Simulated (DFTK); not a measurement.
NbSi, 2 atoms in the cell. The structure is cubic, space group Pm-3m (No. 221). Conventional cell: a = 3.156 Å, b = 3.156 Å, c = 3.156 Å, α = 90.00°, β = 90.00°, γ = 90.00°. Nb (site symmetry m-3m) is surrounded by 8 Si at 2.73 Å. Si (site symmetry m-3m) has 8 Nb at 2.73 Å as nearest neighbours. The cell was built by a generator and needn't be a form met in nature.

```yaml
Program: DFTK 0.8.2
Task: single point
Functional: PBE
Potentials_or_basis: dojo.nc.sr.pbe.v0_4_1.standard.upf (PBE)
Cutoff: 1116 eV
k_mesh: 8 × 8 × 8
Occupations: fermi-dirac, width 0.05 eV
Spin: no spin polarisation
Valence_electrons: Nb 13, Si 4
SCF_tolerance_on_the_density: 1e-06
```

Potentials or basis: dojo.nc.sr.pbe.v0_4_1.standard.upf (PBE).

Command:

```bash
$ julia --threads=1 run.jl  # save.jl only writes the numbers to a file and isn't shown; printed stress counts tension as positive; times include loading and compiling
```

Hardware: 1 thread of AMD EPYC 9R45 96-Core Processor (Zen 5) (shared host).

Q: Estimate the wall time of this run.

A: Run time: 68 s on 1 thread of AMD EPYC 9R45 96-Core Processor (Zen 5) (shared host), peak memory 1.7 GiB. Counts: scf iterations 10, k points 35, plane waves 2685, bands 13.
